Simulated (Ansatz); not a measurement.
# NaF: a single-point run

Wanted: a converged single-point run for NaF, and a check of what comes out. The structure is shown as the input types it.

Method: DFT, PBE, all-electron LAPW, scalar-relativistic, in Ansatz 0.2.0.

**1. The system as given**

Symmetry: Fm-3m, No. 225, cubic system. Conventional cell: a = 3.200 Å, b = 3.200 Å, c = 3.200 Å, α = 90.00°, β = 90.00°, γ = 90.00°. Around Na (site symmetry m-3m) lie 6 F at 1.60 Å. Around F (site symmetry m-3m) lie 6 Na at 1.60 Å.

Coordinates:

```
Na F
1.0
     0.00000    1.60013    1.60013
     1.60013    0.00000    1.60013
     1.60013    1.60013    0.00000
Na F
1 1
Direct
  0.00000 0.00000 0.00000
  0.50000 0.50000 0.50000
```

**2. Input and run**

input.yaml reads:

```yaml
crystal:
  lattice:
    - [0.0, 1.60012603, 1.60012603]
    - [1.60012603, 0.0, 1.60012603]
    - [1.60012603, 1.60012603, 0.0]
  atoms:
    - { symbol: Na, position: [0.0, 0.0, 0.0] }
    - { symbol: F, position: [0.5, 0.5, 0.5] }
kpoints:
  mp_grid: { grid: [11, 11, 11] }
  band_path:
    path:
      - [0.0, 0.0, 0.0]
      - [0.5, 0.0, 0.5]
      - [0.625, 0.25, 0.625]
      - [0.375, 0.375, 0.75]
      - [0.0, 0.0, 0.0]
      - [0.5, 0.5, 0.5]
      - [0.5, 0.25, 0.75]
      - [0.5, 0.0, 0.5]
    npoints: 14
scf:
  occupations: { method: fermi_dirac, width: 0.03 }
  max_iter: 100
hamiltonian:
  xc: pbe
  pseudopotentials: { kind: all_electron, lapw: { basis_error: 0.001 } }
output:
  forces: true
  stress: true
  eigenvalues: true
  populations: true
```

On the command line:

```bash
$ ansatz run input.yaml --threads 1 --pin off --max-ram 2048MiB --backend cpu --events-out ev --progress --plain --runs-dir out
```

Q: Will this input give a usable result? If not, why, and what should change?

The program finished normally. It gives a pressure of 736 GPa, which is large; a structure far from rest gives such values too, whatever the setting.

All distances are much too short, so cores begin to overlap. The shortest distance in the input is 1.60 Å, between atoms 1 (Na) and 2 (F).

Fix: use the intended lattice or bond lengths.
